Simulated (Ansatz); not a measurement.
# AlBGeH (quartet): from Hartree-Fock to the top rungs, cc-pVDZ

How much of the correlation energy of AlBGeH (quartet) does each wave-function method recover here?

Computed with Ansatz 0.2.0, Gaussian basis. Level: cc-pVDZ, core rule «outside noble gas», up to 20 orbitals frozen.

To be run: UHF; CCSD(T) on ROHF; CCSD(T) on UHF; BCCD(T) on ROHF; CISD; CCSDT(Q) on ROHF; CCSDT(Q) on UHF.

18 further runs of the same task are left out: 7 that didn't finish, 11 set aside as unsound or not needed.

### Step 1. The system

The geometry is a PBE0/def2-TZVP stationary point (not a proven minimum) of the parent state, kept for this charge and spin. No spin-orbit coupling is included. The filled d shell of Ge may be among the frozen orbitals whatever the setting's name suggests; the logs give the count.

4 atoms, charge 0, spin multiplicity 4.

Atoms are counted from 1 here; the program's logs count them from 0.

Bond lengths: Al1–Ge2 2.506 Å, Al1–B3 2.016 Å, Al1–H4 1.583 Å, Ge2–B3 1.894 Å. Angles: Ge2–Al1–B3 48.0°, Ge2–Al1–H4 155.3°, B3–Al1–H4 156.6°, Al1–Ge2–B3 52.3°, Al1–B3–Ge2 79.6°.

### Step 2. UHF

The input, in.yaml:

```yaml
crystal:
  periodic: [false, false, false]
  atoms:
    - {symbol: Al, position_ang: [0.000000, -0.151695, 1.750022]}
    - {symbol: Ge, position_ang: [0.000000, -0.134195, -0.755651]}
    - {symbol: B, position_ang: [0.000000, 1.356911, 0.412828]}
    - {symbol: H, position_ang: [0.000000, -0.822105, 3.183825]}
basis:
  gaussian: {orbitals: cc-pVDZ}
magnetization: {spin_polarized: true, initial_magnetization: 3}
hamiltonian: {xc: hf}
output: {orbitals: {seedname: orbitals}}
```

Command:

```bash
$ ansatz run in.yaml --threads 1 --pin off --events-out ev --progress --plain --max-ram 2393MiB
```

Further steps of the session: CCSD(T) on ROHF; CCSD(T) on UHF; BCCD(T) on ROHF; CISD; CCSDT(Q) on ROHF; CCSDT(Q) on UHF.

Q: Predict the results of all the runs planned. Wanted: UCCSDT(Q) from the RHF energy; RMP2 from UCCSDT(Q); UMP2 from UCCSDT(Q); RCCSD from UCCSDT(Q); RCCSD(T) from UCCSDT(Q); UCCSD(T) from UCCSDT(Q); RCCSDT(Q) from UCCSDT(Q); T1 diagnostic.

As calculated:

| quantity | value |
| --- | --- |
| UCCSDT(Q) from the ROHF energy | -6.3427 eV |
| RMP2 from UCCSDT(Q) | +1295.1 meV |
| UMP2 from UCCSDT(Q) | +1380.7 meV |
| RCCSD from UCCSDT(Q) | +384.3 meV |
| RCCSD(T) from UCCSDT(Q) | +80.4 meV |
| UCCSD(T) from UCCSDT(Q) | +80.6 meV |
| RCCSDT(Q) from UCCSDT(Q) | +4.9 meV |
| levels within 1 kcal/mol (43 meV) | RCCSDT, UCCSDT, RCCSDT(Q) |
| T1 diagnostic | 0.038 |

In words: RCCSD(T) misses by +80.4 meV, 1.3 % of the correlation energy. These misses are within one basis, not against nature; the frozen cores of restricted and unrestricted runs differ, which can shift their rows.

With open shells the CI space here admits some triples and quadruples, so it is larger than plain CISD.
